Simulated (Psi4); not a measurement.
# SiCl4 (silicon tetrachloride) at HSE06/cc-pVDZ

Aim: the vertical ionisation energy of SiCl4 (silicon tetrachloride) at HSE06/cc-pVDZ, from 2 runs. 

The results are computed with Psi4 1.11.

1 further run of the same task is left out (it didn't finish).

## (1) Starting point

The species is SiCl4 (5 atoms), meant as a singlet with charge 0. As SMILES, `Cl[Si](Cl)(Cl)Cl`. The shape is that of a PBE0-D4/def2-TZVP optimisation.

Bond lengths: Cl1–Si2 2.021 Å, Si2–Cl3 2.022 Å, Si2–Cl4 2.022 Å, Si2–Cl5 2.021 Å. Angles: Cl1–Si2–Cl3 109.5°, Cl1–Si2–Cl4 109.5°, Cl1–Si2–Cl5 109.5°, Cl3–Si2–Cl4 109.5°, Cl3–Si2–Cl5 109.5°, Cl4–Si2–Cl5 109.5°.

## (2) The energy at HSE06/cc-pVDZ

cl4si.xyz reads:

```xyz
5
Cl4Si
Cl    -0.962600    -0.087600     1.762300
Si     0.010000    -0.014700    -0.008300
Cl     1.655400    -1.185900     0.078100
Cl    -1.212100    -0.676900    -1.476100
Cl     0.559300     1.891400    -0.397500
```

run_ase.py reads:

```python
import numpy as np
from ase.calculators.psi4 import Psi4
from ase.io import read

a = read('cl4si.xyz')
calc = Psi4(atoms=a, method='hse06', basis='cc-pVDZ', memory='1600MB', num_threads=1, charge=0, multiplicity=1, label='psi4-calc')
calc.psi4.set_options({'puream': True, 'e_convergence': 1e-09, 'd_convergence': 1e-08, 'scf_type': 'pk', 'dft_radial_points': 99, 'dft_spherical_points': 590})
a.calc = calc

print(f'energy: {a.get_potential_energy():.6f} eV')
```

On the command line:

```sh
$ python run_ase.py
```

psi4-calc.dat:

```text
[...]
  Running in c1 symmetry.
[...]
  Nuclear repulsion =  527.177977359409056
[...]
  Multiplicity = 1
[...]
  Nalpha       = 41
  Nbeta        = 41
[...]
    Number of basis functions: 90
[...]
   @RKS iter   1: -2129.82707879409691    2.79541e-01   3.23467e-03 DIIS/ADIIS
[...]
   @RKS iter   8: -2129.87235568121196    4.54747e-12   7.43002e-09 DIIS
[...]
    Orbital Energies [Eh]
    ---------------------
    Doubly Occupied:
       1A   -101.730869     2A   -101.730865     3A   -101.730861
       4A   -101.730860     5A    -66.412373     6A     -9.543021
       7A     -9.542974     8A     -9.542969     9A     -9.542966
      10A     -7.273595    11A     -7.273592    12A     -7.273588
      13A     -7.273584    14A     -7.266947    15A     -7.266947
      16A     -7.266943    17A     -7.266943    18A     -7.266938
      19A     -7.266938    20A     -7.266937    21A     -7.266936
      22A     -5.463282    23A     -3.797589    24A     -3.797589
      25A     -3.797589    26A     -0.908902    27A     -0.857581
      28A     -0.857574    29A     -0.857569    30A     -0.557899
      31A     -0.452815    32A     -0.452811    33A     -0.452809
      34A     -0.376975    35A     -0.376973    36A     -0.364474
[...]
  @RKS Final Energy: -2129.87235568121196
   => Energetics <=
    Nuclear Repulsion Energy =            527.1779773594090557
    One-Electron Energy =               -3993.7272683680548653
    Two-Electron Energy =                1438.7293621251085369
    DFT Exchange-Correlation Energy =    -102.0524267976743857
    Empirical Dispersion Energy =           0.0000000000000000
    VV10 Nonlocal Energy =                  0.0000000000000000
    Total Energy =                      -2129.8723556812119568
[...]
 Multipole Moments:
 ------------------------------------------------------------------------------------
     Multipole            Electronic (a.u.)      Nuclear  (a.u.)        Total (a.u.)
 ------------------------------------------------------------------------------------
 L = 1.  Multiply by 2.5417464519 to convert [e a0] to [Debye]
 Dipole X            :         -0.0000386            0.0000000           -0.0000386
 Dipole Y            :          0.0000939            0.0000314            0.0001254
 Dipole Z            :          0.0000556           -0.0000000            0.0000556
 Magnitude           :                                                    0.0001425
[...]
```

Standard output:

```text
energy: -57956.778853 eV
```

Wall time 57 s (1 thread of Intel Xeon 6975P-C (Granite Rapids), shared host); peak memory 1.1 GiB.

## (3) The doublet cation, same level

cl4si.json reads:

```json
{
 "schema_name": "qcschema_input",
 "schema_version": 1,
 "molecule": {
  "schema_name": "qcschema_molecule",
  "schema_version": 2,
  "symbols": ["Cl", "Si", "Cl", "Cl", "Cl"],
  "geometry": [-1.81905037, -0.16554001, 3.33026435, 0.01889726, -0.02777897, -0.01568473, 3.12825263, -2.24102621, 0.14758761, -2.29053704, -1.27915561, -2.78942473, 1.05692382, 3.57422799, -0.75116613],
  "molecular_charge": 1,
  "molecular_multiplicity": 2,
  "fix_symmetry": "c1"
 },
 "driver": "energy",
 "model": {
  "method": "hse06",
  "basis": "cc-pVDZ"
 },
 "keywords": {
  "reference": "uks",
  "puream": true,
  "e_convergence": 1e-09,
  "d_convergence": 1e-08,
  "scf_type": "pk",
  "dft_radial_points": 99,
  "dft_spherical_points": 590,
  "maxiter": 200
 }
}
```

On the command line:

```sh
$ psi4 --qcschema cl4si.json -n 1 --memory 1600MB
```

stdout:

```text
[...]
  Running in c1 symmetry.
[...]
  Nuclear repulsion =  527.177977592989805
[...]
  Multiplicity = 2
[...]
  Nalpha       = 41
  Nbeta        = 40
[...]
    Number of basis functions: 90
[...]
   @UKS iter   1: -2129.42673681689803    6.79883e-01   2.10690e-03 DIIS/ADIIS
[...]
   @UKS iter  31: -2129.45029075775892    1.81899e-12   2.93714e-09 DIIS
[...]
   @S^2 Observed:                7.541580865E-01
[...]
    Orbital Energies [Eh]
    ---------------------
    Alpha Occupied:
       1A   -101.961957     2A   -101.961947     3A   -101.961938
       4A   -101.961930     5A    -66.619175     6A     -9.772453
       7A     -9.772409     8A     -9.772399     9A     -9.772390
      10A     -7.501520    11A     -7.501511    12A     -7.501503
      13A     -7.501494    14A     -7.501435    15A     -7.501423
      16A     -7.501414    17A     -7.501405    18A     -7.494444
      19A     -7.494434    20A     -7.494427    21A     -7.494419
      22A     -5.671227    23A     -4.005455    24A     -4.005455
      25A     -4.005436    26A     -1.130214    27A     -1.080983
      28A     -1.080982    29A     -1.080773    30A     -0.770044
      31A     -0.666372    32A     -0.666370    33A     -0.663849
      34A     -0.603178    35A     -0.587909    36A     -0.585283
[...]
  @UKS Final Energy: -2129.45029075775892
   => Energetics <=
    Nuclear Repulsion Energy =            527.1779775929898051
    One-Electron Energy =               -3975.6489563307168282
    Two-Electron Energy =                1420.7683475614603594
    DFT Exchange-Correlation Energy =    -101.7476595814921581
    Empirical Dispersion Energy =           0.0000000000000000
    VV10 Nonlocal Energy =                  0.0000000000000000
    Total Energy =                      -2129.4502907577589212
[...]
 Multipole Moments:
 ------------------------------------------------------------------------------------
     Multipole            Electronic (a.u.)      Nuclear  (a.u.)        Total (a.u.)
 ------------------------------------------------------------------------------------
 L = 1.  Multiply by 2.5417464519 to convert [e a0] to [Debye]
 Dipole X            :          0.0000672            0.0000000            0.0000672
 Dipole Y            :         -0.0002091            0.0000314           -0.0001777
 Dipole Z            :         -0.0000221           -0.0000000           -0.0000221
 Magnitude           :                                                    0.0001912
[...]
```

The result, in JSON:

```text
{
 "driver": "energy",
 "model": {
  "method": "hse06",
  "basis": "cc-pVDZ"
 },
 "success": true,
 "return_result": -2129.450290757759,
 "properties": {
  "calcinfo_nbasis": 90,
  "calcinfo_nmo": 90,
  "calcinfo_nalpha": 41,
  "calcinfo_nbeta": 40,
  "calcinfo_natom": 5,
  "nuclear_repulsion_energy": 527.1779775929898,
  "return_energy": -2129.450290757759,
  "scf_one_electron_energy": -3975.648956330717,
  "scf_two_electron_energy": 1420.7683475614604,
  "scf_xc_energy": -101.74765958149216,
  "scf_dipole_moment": [6.722961666394411e-05, -0.0001776546384064659, -2.2143049530853887e-05],
  "scf_total_energy": -2129.450290757759,
  "scf_iterations": 31
 }
}
```

It took 90 s on 1 thread of Intel Xeon 6975P-C (Granite Rapids), shared host; peak memory 1.1 GiB.

## (4) Outcome

Level: HSE06/cc-pVDZ.

```
                                          quantity           value
                       singlet SiCl4: total energy  -2129.87236 Eh
                      singlet SiCl4: dipole moment          0.00 D
                        singlet SiCl4: HOMO energy        -9.10 eV
                        singlet SiCl4: LUMO energy        -0.92 eV
                      singlet SiCl4: HOMO–LUMO gap         8.18 eV
                      doublet cation: total energy  -2129.45029 Eh
doublet cation: HOMO energy (highest over α and β)       -14.55 eV
 doublet cation: LUMO energy (lowest over α and β)       -13.86 eV
                              doublet cation: ⟨S²⟩           0.754
vertical ionisation energy (to the doublet cation)       11.485 eV
```

What this shows: Removing an electron at fixed nuclei costs 11.48 eV (265 kcal/mol). The negative HOMO energy of the first species, 9.10 eV, lies 2.38 eV below that difference.
